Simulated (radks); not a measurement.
# Ag²⁺ in [Kr] 4d8 5p1: an all-electron calculation

Wanted: eigenvalues, radial structure and energy terms of the silver ion Ag2+.

Method: scalar-relativistic Kohn-Sham, PBE, spin-polarised, spherical densities, point nucleus; open shells are filled with parallel spins first. Code: radks (a radial shooting solver on a logarithmic mesh, Libxc functionals) version 1.

## 1. Starting point

```
element       : silver (Z = 47)
charge        : +2
electrons     : 45
configuration : [Kr] 4d8 5p1
```

Outer shells as boxes (Hund's rule):

Ag²⁺
```
[Kr] core
4d [↑↓][↑↓][↑↓][↑ ][↑ ]
5p [↑ ][  ][  ]
```

## 2. The run

Input:

```text
Z 47
configuration [Kr] 4d8 5p1
relativity scalar-relativistic
functional pbe,pbe
spin polarised
nucleus point
c 137.035999084
```

Launch:

```sh
$ python run_ks.py task.json out
```

This one command runs every case of the session in turn.

What does the calculation give?

As calculated:

```
                        quantity                   value
                    total energy     -5314.38724 hartree
exchange-correlation share of it                  2.79 %
                            −T/E                  1.0389
          highest occupied level       5p up, -16.915 eV
    most extended occupied level  5p up, <r> = 2.91 bohr
 radius at density 0.001 e/bohr³               3.95 bohr
    maxima of the radial density                       4
```

**Reading.** 5 principal shells are occupied and 4 maxima appear in the radial density; where shells overlap, one shows as a shoulder or not at all. −T/E is 1.039: with relativity the kinetic term as defined here no longer equals −E. This is not the tabulated ground configuration, so its levels and sizes aren't those of the ground state, and no measured value stands beside it.
